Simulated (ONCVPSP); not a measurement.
# Promethium: generating and testing an ONCV potential

Task: generate the file, and judge it by its errors in other configurations, its logarithmic derivatives, its ghosts and its cutoff.

Program: ONCVPSP 4.0.1. Reference atom: PBE, scalar-relativistic, spherical and spin-unpolarised. All values are calculated.

## (1) Starting point

The settings as typed:

* element: promethium (Pm, Z = 61)
* type: optimised norm-conserving Vanderbilt (ONCV)
* frozen core: [Kr]
* valence charge: 25
* reference configuration: 4d10 4f5 5s2 5p6 6s1.5 (charge +0.5)
* partial waves: 5s+6s: rc 1.85 bohr, ncon 4, nbas 8, qcut 5.3 1/bohr, 2 projectors; 5p: rc 2.50 bohr, ncon 4, nbas 7, qcut 4.8 1/bohr, 1 projector; 4d: rc 0.65 bohr, ncon 3, nbas 8, qcut 13.6 1/bohr, 2 projectors, debl 1.2 Ha; 4f: rc 1.25 bohr, ncon 4, nbas 9, qcut 15.8 1/bohr, 2 projectors, debl 3.2 Ha
* local potential: polynomial inside 0.50 bohr (lpopt 5, dvloc0 0 Ha)
* core correction: Teter function fitted to the true core (icmod 2), fcfact 0.6

An earlier all-electron run gives the scale for the radii.

All-electron outer shells of the reference configuration (PBE, scalar-relativistic, ld1.x):

```json
{"shell": "4d", "level (eV)": "-125.61", "outermost node (bohr)": "0.29", "outermost maximum (bohr)": "0.60"}
{"shell": "5s", "level (eV)": "-44.76", "outermost node (bohr)": "0.70", "outermost maximum (bohr)": "1.29"}
{"shell": "5p", "level (eV)": "-25.56", "outermost node (bohr)": "0.75", "outermost maximum (bohr)": "1.46"}
{"shell": "6s", "level (eV)": "-5.85", "outermost node (bohr)": "1.73", "outermost maximum (bohr)": "3.63"}
{"shell": "4f", "level (eV)": "-5.01", "outermost node (bohr)": "–", "outermost maximum (bohr)": "0.64"}
{"shell": "5d", "level (eV)": "-4.41", "outermost node (bohr)": "0.86", "outermost maximum (bohr)": "2.17"}
{"shell": "6p", "level (eV)": "-3.17", "outermost node (bohr)": "2.08", "outermost maximum (bohr)": "4.66"}
```

## (2) Generation

The input, Pm.dat:

```
# ATOM AND REFERENCE CONFIGURATION
# atsym  z   nc   nv     iexc    psfile
  Pm 61.00    8    5        4      upf
#
#   n    l    f
    1    0    2.00
    2    0    2.00
    2    1    6.00
    3    0    2.00
    3    1    6.00
    3    2   10.00
    4    0    2.00
    4    1    6.00
    4    2   10.00
    4    3    5.00
    5    0    2.00
    5    1    6.00
    6    0    1.50
#
# PSEUDOPOTENTIAL AND OPTIMIZATION
# lmax
    3
#
#   l,   rc,      ep,       ncon, nbas, qcut
    0    1.85    0.00    4    8    5.30
    1    2.50    0.00    4    7    4.80
    2    0.65    0.00    3    8   13.60
    3    1.25    0.00    4    9   15.80
#
# LOCAL POTENTIAL
# lloc, lpopt,  rc(5),   dvloc0
    4    5    0.50    0.00
#
# VANDERBILT-KLEINMAN-BYLANDER PROJECTORs
# l, nproj, debl
    0    2    2.40
    1    1    3.90
    2    2    1.20
    3    2    3.20
#
# MODEL CORE CHARGE
# icmod, fcfact, rcfact
    2    0.60    0.65
#
# LOG DERIVATIVE ANALYSIS
# epsh1, epsh2, depsh
   -6.00    5.00    0.04
#
# OUTPUT GRID
# rlmax, drl
    6.00    0.01
#
# TEST CONFIGURATIONS
# ncnf
    4
# nvcnf
#   n    l    f
    5
    4    2   10.00
    4    3    5.00
    5    0    2.00
    5    1    6.00
    6    0    2.00
#
    5
    4    2   10.00
    4    3    5.00
    5    0    2.00
    5    1    6.00
    6    0    1.00
#
    5
    4    2   10.00
    4    3    5.00
    5    0    2.00
    5    1    6.00
    6    0    0.00
#
    5
    4    2    9.00
    4    3    5.00
    5    0    2.00
    5    1    6.00
    6    0    2.00
#
```

The run is started by

```console
$ oncvpsp.x < Pm.dat > Pm.out
```

What does the calculation give? Wanted: cutoffs for 1 and 0.1 mHa per electron, occupied waves; bound ghosts; GHOST(+) flags; largest phase difference near zero energy, channels read; rms error of d²Exc/dn², without and with the model core; projector energies reset by the program.

**Answer**, as computed:

| quantity | value |
| --- | --- |
| cutoffs for 1 and 0.1 mHa per electron, occupied waves | 93 Ha and 347 Ha |
| bound ghosts | s at -1428.42 eV, s at -108.75 eV, p at -703.72 eV |
| GHOST(+) flags | none at low energy |
| largest phase difference near zero energy, channels read | 1.436 rad |
| rms error of d²Exc/dn², without and with the model core | 4.28 and 0.90 mHa |
| projector energies reset by the program | d: -4.616, 0.250 Ha |

A bound ghost (s, p) makes it unfit for use: electrons can fall into a state that the atom doesn't have. By its cutoff, 93 Ha for the looser tolerance, it is very hard. The tighter tolerance needs 347 Ha, and converged work needs a cutoff nearer that. Of the channels read, p scatters worst near zero energy, by up to 1.44 rad. The pseudo curves have a pole with no partner nearby in the atom's: p at 0.94 Ha. At positive energy that is a spurious or a displaced resonance. These are tests on the free atom; a crystal test is still owed.
